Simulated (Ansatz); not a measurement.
# Cl− with H₂O: superposition error and deformation, part 2 of 2

Ansatz 0.2.0, Gaussian basis.

## 12. wB97X-V/def2-TZVPPD

File free-b/in.yaml:

```yaml
crystal:
  periodic: [false, false, false]
  atoms:
    - {symbol: O, position_ang: [0.211752, -0.025385, 0.976266]}
    - {symbol: H, position_ang: [-0.741762, -0.036779, 1.082795]}
    - {symbol: H, position_ang: [0.356062, 0.002355, 0.028081]}
basis:
  gaussian: {orbitals: "def2-TZVPPD.json"}
hamiltonian: {xc: {name: wB97X-V}}
```

Launch:

```sh
$ ansatz run in.yaml --threads 2 --pin off --events-out ev --progress --plain --max-ram 5222MiB
```

Standard output, cut to the lines that bear on the results:

```text
Functional definition: wB97X-V
  name "wB97X-V"
  cite "Mardirossian & Head-Gordon, Phys. Chem. Chem. Phys. 16, 9904 (2014) doi:10.1039/C3CP54374A"
  cite "Becke, J. Chem. Phys. 107, 8554 (1997) doi:10.1063/1.475007"
  cite "Vydrov & Van Voorhis, J. Chem. Phys. 133, 244103 (2010) doi:10.1063/1.3521275"
[...]
      + integral(e_c_pw_opposite_spin*poly(b97_u_opposite, cos0, cos1)) + vv10(b, c)
302 factors; their error is unknown
104 factors; integrals over basis functions are off by at most 2.9e-5 eV
[...]
mean field -2079.95993563 eV, -76.4371177869 hartree, gradient 3.9e-5 eV, S^2 0.000000; 0 other end points of the search recorded, 0 dependent functions left out
reference -2079.95993371 eV, -76.4371177165 hartree; 5, 5 occupied and 69, 69 virtual orbitals, 302 factors
Total energy: -2079.95993371 eV, -76.4371177165 hartree
```

Run time: 0.45 s. Hardware: 2 threads of Intel Xeon 6975P-C, shared host.

## 13. wB97M-V/def2-TZVPPD

free-b/in.yaml, as its differences from that of step 12:

```diff
@@ -8,2 +8,2 @@
   gaussian: {orbitals: "def2-TZVPPD.json"}
-hamiltonian: {xc: {name: wB97X-V}}
+hamiltonian: {xc: {name: wB97M-V}}
```

Launch:

```sh
$ ansatz run in.yaml --threads 2 --pin off --events-out ev --progress --plain --max-ram 5222MiB
```

Standard output, cut to the lines that bear on the results:

```text
[... 5 set-up lines as earlier in the session ...]
  # Of w^i u^j: cxij and so on, Table III.
[...]
  gx(w, u) = 1 - cx + cx01*u + cx10*w
  gss(w, u) = css00 + css04*u^4 + css10*w + css20*w^2 + css43*w^4*u^3
  gos(w, u) = cos00 + cos10*w + (cos20 + cos21*u)*w^2 + (cos60 + cos61*u)*w^6
[...]
      + integral(e_c_pw_mod_opposite_spin*gos(b97_w_opposite, b97_u_opposite)) + vv10(b, c)
302 factors; their error is unknown
104 factors; integrals over basis functions are off by at most 2.9e-5 eV
[...]
mean field -2079.94007311 eV, -76.4363878529 hartree, gradient 2.3e-5 eV, S^2 0.000000; 0 other end points of the search recorded, 0 dependent functions left out
reference -2079.94012037 eV, -76.4363895896 hartree; 5, 5 occupied and 69, 69 virtual orbitals, 302 factors
Total energy: -2079.94012037 eV, -76.4363895896 hartree
```

It took 0.45 s on 2 threads of Intel Xeon 6975P-C, shared host.

## 14. B2PLYP/def2-TZVPPD

free-b/in.yaml, as its differences from that of step 13:

```diff
@@ -8,2 +8,2 @@
   gaussian: {orbitals: "def2-TZVPPD.json"}
-hamiltonian: {xc: {name: wB97M-V}}
+hamiltonian: {xc: {name: B2PLYP}}
```

Launch:

```sh
$ ansatz run in.yaml --threads 2 --pin off --events-out ev --progress --plain --max-ram 5222MiB
```

Standard output, cut to the lines that bear on the results:

```text
[... 5 set-up lines as earlier in the session ...]
[...]
427 factors; integrals over basis functions are off by at most 1.4e-3 eV
[...]
mean field -2077.09571360 eV, -76.3318595686 hartree, gradient 6.0e-6 eV, S^2 0.000000; 0 other end points of the search recorded, 0 dependent functions left out
1 core orbitals not correlated: weight in the atoms' cores, before any rotation towards them, 1.000 or more for the frozen orbitals, at most 0.000 for the correlated occupied ones
reference -2077.09582968 eV, -76.3318638345 hartree; 4, 4 occupied and 69, 69 virtual orbitals, 427 factors
second order -8.52509733 eV of doubles, -0.00000000 eV of singles
Total energy: -2079.39760596 eV, -76.4164525526 hartree
```

It took 0.3 s on 2 threads of Intel Xeon 6975P-C, shared host.

## 15. BLYP-D4/def2-TZVPPD

free-b/in.yaml, as its differences from that of step 14:

```diff
@@ -8,2 +8,2 @@
   gaussian: {orbitals: "def2-TZVPPD.json"}
-hamiltonian: {xc: {name: B2PLYP}}
+hamiltonian: {xc: {name: BLYP}, dispersion: d4}
```

Launch:

```sh
$ ansatz run in.yaml --threads 2 --pin off --events-out ev --progress --plain --max-ram 5222MiB
```

Standard output, cut to the lines that bear on the results:

```text
Functional definition: BLYP
  name "BLYP"
[... 2 set-up lines as earlier in the session ...]
  parameter beta = 0.0042
  parameter a = 0.04918
  parameter b = 0.132
  parameter c = 0.2533
  parameter d = 0.349
  exchange = b88_x(beta = beta)
  correlation = lyp_c(a = a, b = b, c = c, d = d)
302 factors; their error is unknown
mean field evaluation 1: about -2074.1593 eV, gradient 6.3e1 eV
mean field evaluation 2: about -2037.8807 eV, gradient 1.4e2 eV
mean field evaluation 4: about -2080.3743 eV, gradient 1.2e0 eV
mean field evaluation 8: about -2080.3739 eV, gradient 1.9e-2 eV
mean field -2080.37393114 eV, -76.4523318414 hartree, gradient 1.9e-5 eV, S^2 0.000000; 0 other end points of the search recorded, 0 dependent functions left out
reference -2080.37418452 eV, -76.4523411529 hartree; 5, 5 occupied and 69, 69 virtual orbitals, 302 factors
Total energy: -2080.38702653 eV, -76.4528130879 hartree
```

Wall time 0.2 s (2 threads of Intel Xeon 6975P-C, shared host).

## 16. revPBE-D4/def2-TZVPPD

free-b/in.yaml, as its differences from that of step 15:

```diff
@@ -8,2 +8,2 @@
   gaussian: {orbitals: "def2-TZVPPD.json"}
-hamiltonian: {xc: {name: BLYP}, dispersion: d4}
+hamiltonian: {xc: {name: revPBE}, dispersion: d4}
```

Launch:

```sh
$ ansatz run in.yaml --threads 2 --pin off --events-out ev --progress --plain --max-ram 5222MiB
```

Standard output, cut to the lines that bear on the results:

```text
Functional definition: revPBE
  name "revPBE"
  cite "Zhang & Yang, Phys. Rev. Lett. 80, 890 (1998) doi:10.1103/PhysRevLett.80.890"
[... 1 set-up line as earlier in the session ...]
  parameter kappa = 1.245
[... 3 set-up lines as earlier in the session ...]
302 factors; their error is unknown
mean field evaluation 1: about -2074.6559 eV, gradient 5.9e1 eV
mean field evaluation 2: about -2045.4936 eV, gradient 1.3e2 eV
mean field evaluation 4: about -2080.1395 eV, gradient 1.1e0 eV
mean field evaluation 8: about -2080.1388 eV, gradient 2.0e-2 eV
mean field -2080.13878076 eV, -76.4436902243 hartree, gradient 1.5e-5 eV, S^2 0.000000; 0 other end points of the search recorded, 0 dependent functions left out
reference -2080.13883006 eV, -76.4436920358 hartree; 5, 5 occupied and 69, 69 virtual orbitals, 302 factors
Total energy: -2080.16460802 eV, -76.4446393583 hartree
```

Run time: 0.15 s. Hardware: 2 threads of Intel Xeon 6975P-C, shared host.

## 17. B97M-V/def2-TZVPPD

free-b/in.yaml, as its differences from that of step 16:

```diff
@@ -8,2 +8,2 @@
   gaussian: {orbitals: "def2-TZVPPD.json"}
-hamiltonian: {xc: {name: revPBE}, dispersion: d4}
+hamiltonian: {xc: {name: B97M-V}}
```

Launch:

```sh
$ ansatz run in.yaml --threads 2 --pin off --events-out ev --progress --plain --max-ram 5222MiB
```

Standard output, cut to the lines that bear on the results:

```text
[... 5 set-up lines as earlier in the session ...]
  # Of w^i u^j: cxij and so on, Table III.
[...]
  gx(w, u) = cx00 + cx01*u + cx02*u^2 + (cx10 + cx11*u)*w
  gss(w, u) = css00 + css02*u^2 + css10*w + (css32*w^3 + css42*w^4)*u^2
  gos(w, u) = cos00 + cos01*u + cos03*u^3 + cos10*w + cos32*w^3*u^2
[...]
      + integral(e_c_pw_mod_opposite_spin*gos(b97_w_opposite, b97_u_opposite)) + vv10(b, c)
302 factors; their error is unknown
[...]
mean field -2080.01560296 eV, -76.4391635236 hartree, gradient 6.7e-5 eV, S^2 0.000000; 0 other end points of the search recorded, 0 dependent functions left out
reference -2080.01566066 eV, -76.4391656441 hartree; 5, 5 occupied and 69, 69 virtual orbitals, 302 factors
Total energy: -2080.01566066 eV, -76.4391656441 hartree
```

Run time: 0.4 s. Hardware: 2 threads of Intel Xeon 6975P-C, shared host.

## 18. HSE06-D4/def2-TZVPPD

free-b/in.yaml, as its differences from that of step 17:

```diff
@@ -8,2 +8,2 @@
   gaussian: {orbitals: "def2-TZVPPD.json"}
-hamiltonian: {xc: {name: B97M-V}}
+hamiltonian: {xc: hse06, dispersion: d4}
```

Launch:

```sh
$ ansatz run in.yaml --threads 2 --pin off --events-out ev --progress --plain --max-ram 5222MiB
```

Standard output, cut to the lines that bear on the results:

```text
Functional definition: HSE06
  name "HSE06"
  cite "Heyd, Scuseria & Ernzerhof, J. Chem. Phys. 118, 8207 (2003) doi:10.1063/1.1564060"
  cite "Krukau, Vydrov, Izmaylov & Scuseria, J. Chem. Phys. 125, 224106 (2006) doi:10.1063/1.2404663"
  cite "Heyd & Scuseria, J. Chem. Phys. 120, 7274 (2004) doi:10.1063/1.1668634"
  cite "Ernzerhof & Perdew, J. Chem. Phys. 109, 3313 (1998) doi:10.1063/1.476928"
[... 2 set-up lines as earlier in the session ...]
[...]
  # The whole range is PBE's own exchange, as in plane waves. The composition of these papers is wPBEh.
[...]
302 factors; their error is unknown
34 factors; integrals over basis functions are off by at most 3.0e-5 eV
[...]
mean field -2078.39961551 eV, -76.3797770800 hartree, gradient 1.7e-5 eV, S^2 0.000000; 0 other end points of the search recorded, 0 dependent functions left out
reference -2078.39965470 eV, -76.3797785204 hartree; 5, 5 occupied and 69, 69 virtual orbitals, 302 factors
Total energy: -2078.40347988 eV, -76.3799190929 hartree
```

Wall time 0.25 s (2 threads of Intel Xeon 6975P-C, shared host).

## 19. CCSD(T)/def2-TZVPPD

free-b/in.yaml, as its differences from that of step 18:

```diff
@@ -8,2 +8,2 @@
   gaussian: {orbitals: "def2-TZVPPD.json"}
-hamiltonian: {xc: hse06, dispersion: d4}
+correlation: {method: ccsd_t}
```

Launch:

```sh
$ ansatz run in.yaml --threads 2 --pin off --events-out ev --progress --plain --max-ram 5222MiB
```

Standard output, cut to the lines that bear on the results:

```text
[... 4 set-up lines as earlier in the session ...]
[...]
427 factors; integrals over basis functions are off by at most 1.4e-3 eV
[...]
mean field -2069.80006557 eV, -76.0637494487 hartree, gradient 1.2e-6 eV, S^2 0.000000; 0 other end points of the search recorded, 0 dependent functions left out
1 core orbitals not correlated: weight in the atoms' cores, before any rotation towards them, 1.000 or more for the frozen orbitals, at most 0.000 for the correlated occupied ones
reference -2069.80006557 eV, -76.0637494487 hartree; 4, 4 occupied and 69, 69 virtual orbitals, 427 factors
second order -7.16967449 eV of doubles, -0.00000000 eV of singles
cycle   1  -7.15163689 eV  change    1.8e-2 eV  update   4.7e-2
[...]
cycle   9  -7.31581716 eV  change    1.5e-6 eV  update   2.9e-6
perturbative correction -0.21981475 eV, -0.0080780430 hartree
Total energy: -2077.33569747 eV, -76.3406788134 hartree
```

Wall time 0.4 s (2 threads of Intel Xeon 6975P-C, shared host).

## 20. The split

| method | interaction with counterpoise (meV) | without | superposition error | deformation | binding energy |
| --- | --- | --- | --- | --- | --- |
| PBE-D4 | -719 | -724 | 4 | 15 | -705 |
| revPBE-D4 | -678 | -682 | 4 | 13 | -665 |
| BLYP-D4 | -675 | -680 | 5 | 13 | -662 |
| r2SCAN-D4 | -708 | -711 | 3 | 28 | -680 |
| B97M-V | -658 | -663 | 5 | 34 | -624 |
| PBE0-D4 | -710 | -713 | 4 | 34 | -675 |
| B3LYP-D4 | -685 | -690 | 4 | 30 | -655 |
| HSE06-D4 | -710 | -713 | 4 | 34 | -676 |
| wB97X-V | -677 | -682 | 5 | 33 | -644 |
| wB97M-V | -670 | -674 | 3 | 33 | -638 |
| B2PLYP | -647 | -661 | 14 | 31 | -616 |
| Hartree-Fock | -535 | -537 | 2 | 72 | -463 |
| MP2 | -646 | -684 | 38 | 28 | -618 |
| CCSD | -616 | -651 | 35 | 33 | -583 |
| CCSD(T) | -634 | -674 | 40 | 28 | -606 |

## 21. Results

What follows sums up all 2 parts.

| quantity | value |
| --- | --- |
| interaction, CCSD(T) | -634 meV |
| superposition error | 40 meV |
| deformation | 28 meV |
| binding energy | -606 meV |

**Reading.** In this basis the superposition error is 40 meV for CCSD(T) and 4 meV on average for the plain functionals: correlated methods borrow far more, since they need many more functions to converge. Deformation takes back 4 % of the interaction.
